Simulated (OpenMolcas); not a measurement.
# V²⁺ among point charges: CASSCF and CASPT2 levels and susceptibility

How does a field of 2 point charges split the states of V²⁺, and what χT follows?

Program: OpenMolcas 26.06. Level of theory: state-averaged CASSCF and CASPT2, spin-orbit coupling by RASSI with atomic mean-field integrals. These are calculated values, not measurements, unless marked.

### Step 1. What is computed

| Quantity | Value |
| --- | --- |
| Species | V²⁺ (vanadium, Z = 23, 21 electrons) |
| Basis | ANO-RCC-VDZP [5s4p2d1f], 34 functions |
| Scalar Hamiltonian | DKH2, point nucleus |
| Inactive shells | 1s 2s 2p 3s 3p |
| Active space | 3 electrons in 5 orbitals (3d) |
| Some configurations of this space | 3d3 |
| Orbitals | optimised for each spin and parity, averaged over all roots |

The outer shells:

3d3
```
3d [↑ ][↑ ][↑ ][  ][  ]
```

The ion sits among 2 point charges of -1.5 e arranged as a linear pair (D∞h), 1.91 Å from the ion.

The work runs as a chain of OpenMolcas steps in one folder; each step below is one input file. Labels, J, g values, rates, χT and fits are worked out afterwards by a script from the matrices that RASSI stores. The input lists half of the charges; inversion (Group=XYZ) makes the rest.

### Step 2. Basis and integrals

a.inp

```
&GATEWAY
Coord
1

V 0.0 0.0 0.0
Basis=ANO-RCC-VDZP
Group=XYZ
NoMove
AngMom=0.0 0.0 0.0
AMFI
XField
1 Angstrom 0
0.000000 0.000000 1.910000 -1.500000
&SEWARD
```

### Step 3. Reference wave functions, quartets of even parity, 10 roots

a.inp

```
&RASSCF
FileOrb=start.orb
Symmetry=1
Spin=4
nActEl=3 0 0
Inactive=3 6
Ras2=5 0
CIRoot=10 10 1
SDav=10
CIMx=300
Iter=120 100
PrWF=0.3
OrbListing=Nothing
MaxOrb=0
>>> COPY $Project.JobIph JOB001
```

start.orb holds the contracted functions of the basis, ordered by shell, or the orbitals of the step before.

### Step 4. Reference wave functions, doublets of even parity, 40 roots

a.inp

```
&RASSCF
FileOrb=start.orb
Symmetry=1
Spin=2
nActEl=3 0 0
Inactive=3 6
Ras2=5 0
CIRoot=40 40 1
SDav=40
CIMx=300
Iter=120 100
PrWF=0.3
OrbListing=Nothing
MaxOrb=0
>>> COPY $Project.JobIph JOB002
```

### Step 5. State interaction with spin-orbit coupling

a.inp

```
&RASSI
NrOfJobIphs=2 10 40
1 2 3 4 5 6 7 8 9 10
1 2 3 4 5 6 7 8 9 10 11 12 13 14 15 16 17 18 19 20 21 22 23 24 25 26 27
28 29 30 31 32 33 34 35 36 37 38 39 40
IphNames
JOB001
JOB002
EJob
SpinOrbit
DIPRint=1.0
SOCoupling=1000.0
Subsets=2
Property=9
'ANGMOM' 1 'ANGMOM' 2 'ANGMOM' 3 'MLTPL  1' 1 'MLTPL  1' 2 'MLTPL  1' 3
'AMFI' 1 'AMFI' 2 'AMFI' 3
SOProperty=3
'ANGMOM' 1 'ANGMOM' 2 'ANGMOM' 3
```

### Step 6. CASPT2: IPEA 0.25, imaginary shift 0.1 (closed shells correlated: 3s 3p)

a.inp

```
>>> COPY JOB001 $Project.JobIph
&CASPT2
Multistate=10 1 2 3 4 5 6 7 8 9 10
NoMult
Frozen=2 3
IPEA=0.25
Imaginary=0.1
MaxIter=60
WThr=0.0 0.3 0.05
PrWF=0.5
NoMix
>>> COPY JOB002 $Project.JobIph
&CASPT2
Multistate=40 1 2 3 4 5 6 7 8 9 10 11 12 13 14 15 16 17 18 19 20 21 22
23 24 25 26 27 28 29 30 31 32 33 34 35 36 37 38 39 40
NoMult
Frozen=2 3
IPEA=0.25
Imaginary=0.1
MaxIter=60
WThr=0.0 0.3 0.05
PrWF=0.5
NoMix
```

(Steps that only read results are left out.)

Q: Predict the outcome of this session. Wanted: spin-free ground state; first state of the same spin within the active space; lowest level; next level.

The runs gave:

```
                                            quantity                                                                        value
                                              method  SS-CASPT2, IPEA 0.25, imaginary shift 0.1 (closed shells correlated: 3s 3p)
                              spin-free ground state                                           4Sigma, 1-fold in its orbital part
first state of the same spin within the active space                                                             4Pi at 1100 cm⁻¹
                                        lowest level                                                 2-fold, g = 1.99, 3.00, 3.00
                                          next level                                                                    36.5 cm⁻¹
                                         χT at 300 K                                                               1.69 cm³ K/mol
                           effective moment at 300 K                                                                      3.68 μB
```

Cost by method:

```tsv
method	time of its own steps	time with the reference
A. CASSCF	11 s	11 s
B. SS-CASPT2, IPEA 0.25, imaginary shift 0.1, +3s 3p	4 s	15 s
```

Times are of one thread on a shared host.

What this shows: The spin-free ground state (4Sigma) comes to 92 % from free-ion F terms and keeps the highest spin of the shell. χT at 300 K is 1.69, against 1.88 cm³ K/mol for the spin alone, so spin-orbit coupling lowers it. CASPT2 does not keep the components of a term degenerate, and the means are used. The field of point charges can differ much from that of real complexes. This is an electrostatic model: the charges have no orbitals.
